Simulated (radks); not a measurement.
# Fractional charge and spin in the 4s shell of krypton

An exercise on one series of results from a longer session: the logs are not shown, and one member is left open.

The numbers are computed with radks (a radial shooting solver on a logarithmic mesh, Libxc functionals) version 1 (non-relativistic Kohn-Sham, PBE, spin-polarised, spherical densities, point nucleus), except any that are marked as measured or tabulated.

## The system

| Property | Result |
| --- | --- |
| element | krypton (Z = 36) |
| configuration | [Ar] 3d10 4p6 4s(up 1, down 1) |

A shell typed twice in an input gives spin up, then spin down.

Set-up of the first run:

The run's settings:

```text
Z 36
configuration [Ar] 3d10 4p6 4s1 4s1
relativity non-relativistic
functional pbe,pbe
spin polarised
nucleus point
```

Among the steps run: 4s: up 1, down 1.

One table of the session follows, with a row left open; its other results are not shown here.

It belongs to the step «4s: up 1, down 1». From the orbitals of this run (lengths in bohr):

```
level      <r>  outermost maximum (interpolated)  90 % within  nodes
   1s  0.04245                            0.0280       0.0755      0
   2s   0.1878                             0.158        0.290      1
   2p   0.1619                             0.125        0.263      0
   3s   0.5415                             0.477        0.804      2
   3p   0.5453                             0.468        0.830      1
   3d   0.5538                             0.411        0.906      0
   4s    1.603                              1.37         2.39      3
   4p        ?                                 ?            ?      ?
```

Estimate the missing values for 4p.

As computed: <r>: 1.952; outermost maximum (interpolated): 1.56; 90 % within: 3.01; nodes: 2. In the column «<r>» it is the highest.
